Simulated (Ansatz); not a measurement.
# BH₇O₂Si₂: one species, many methods

An exercise on one series of results from a longer session: the logs are not shown, and one member is left open.

Program: Ansatz 0.2.0, Gaussian basis. Level of theory: functionals in def2-TZVPP, the program's frozen cores in correlated methods. These are calculated values, not measurements.

Plan: PBE-D4, r2SCAN-D4, PBE0-D4, B3LYP-D4, ωB97X-V, ωB97M-V, B2PLYP; CCSD(T)/def2-TZVPP; MP2/def2-QZVPP; extrapolation to the limit.

## The geometry

The geometry comes from an earlier relaxation with PBE0-D4 in a triple-zeta def2 set; it is a stationary point, not always the lowest conformer.

SMILES `O[SiH2]BO[SiH3]`, 12 atoms, charge 0, spin multiplicity 1.

Atoms are counted from 1 here; the program's logs count them from 0.

Bond lengths: O1–Si2 1.658 Å, O1–H6 0.958 Å, Si2–B3 2.033 Å, Si2–H7 1.498 Å, Si2–H8 1.487 Å, B3–O4 1.350 Å, B3–H9 1.212 Å, O4–Si5 1.661 Å, Si5–H10 1.482 Å, Si5–H11 1.485 Å, Si5–H12 1.481 Å. Angles: Si2–O1–H6 117.2°, O1–Si2–B3 113.1°, O1–Si2–H7 110.9°, O1–Si2–H8 105.2°, B3–Si2–H7 108.4°, B3–Si2–H8 111.8°, H7–Si2–H8 107.4°, Si2–B3–O4 118.6°, Si2–B3–H9 123.0°, O4–B3–H9 118.4°, B3–O4–Si5 132.5°, O4–Si5–H10 107.8°, O4–Si5–H11 109.8°, O4–Si5–H12 107.9°, H10–Si5–H11 110.5°, H10–Si5–H12 110.1°, H11–Si5–H12 110.6°.

The first run:

Contents of in.yaml:

```yaml
crystal:
  periodic: [false, false, false]
  atoms:
    - {symbol: O, position_ang: [0.508744, -0.122522, 3.220988]}
    - {symbol: Si, position_ang: [1.137263, -0.003894, 1.691276]}
    - {symbol: B, position_ang: [-0.289969, 0.033572, 0.243349]}
    - {symbol: O, position_ang: [0.089758, -0.127332, -1.042187]}
    - {symbol: Si, position_ang: [-0.758171, -0.139252, -2.470113]}
    - {symbol: H, position_ang: [-0.201539, 0.477710, 3.449385]}
    - {symbol: H, position_ang: [1.982140, 1.225075, 1.555251]}
    - {symbol: H, position_ang: [2.037165, -1.178929, 1.548465]}
    - {symbol: H, position_ang: [-1.464966, 0.212012, 0.478904]}
    - {symbol: H, position_ang: [-0.218001, 0.942062, -3.326823]}
    - {symbol: H, position_ang: [-2.201586, 0.081952, -2.199635]}
    - {symbol: H, position_ang: [-0.544038, -1.455657, -3.114962]}
basis:
  gaussian: {orbitals: def2-TZVPP}
hamiltonian: {xc: pbe, dispersion: d4}
output: {forces: true, orbitals: {seedname: orbitals}}
```

Launch:

```console
$ ansatz run in.yaml --threads 4 --pin off --events-out ev --progress --plain --max-ram 10444MiB
```

Among the steps run: PBE-D4 (GGA); r2SCAN-D4 (meta-GGA); PBE0-D4 (hybrid); B3LYP-D4 (hybrid); ωB97X-V (range-separated); ωB97M-V (range-separated); B2PLYP (double hybrid); CCSD(T) in def2-TZVPP; MP2 in def2-QZVPP.

One of the session's tables, all rows but one given; the rest of the session is left out.

It belongs to the step «Atomisation energies». 

```
            method  atomisation energy (kcal/mol)
            PBE-D4                         1005.4
         r2SCAN-D4                         1006.8
           PBE0-D4                          993.0
          B3LYP-D4                         1005.0
           ωB97X-V                         1011.0
           ωB97M-V                         1008.3
            B2PLYP                          995.5
     HF/def2-TZVPP                              ?
    MP2/def2-TZVPP                          993.8
   CCSD/def2-TZVPP                          969.4
CCSD(T)/def2-TZVPP                          980.7
           MP2/CBS                         1020.9
       CCSD(T)/CBS                         1007.9
```

**Question.** Estimate the row for HF/def2-TZVPP.

As computed: atomisation energy (kcal/mol): 755.3. In the column «atomisation energy (kcal/mol)» it is the lowest.
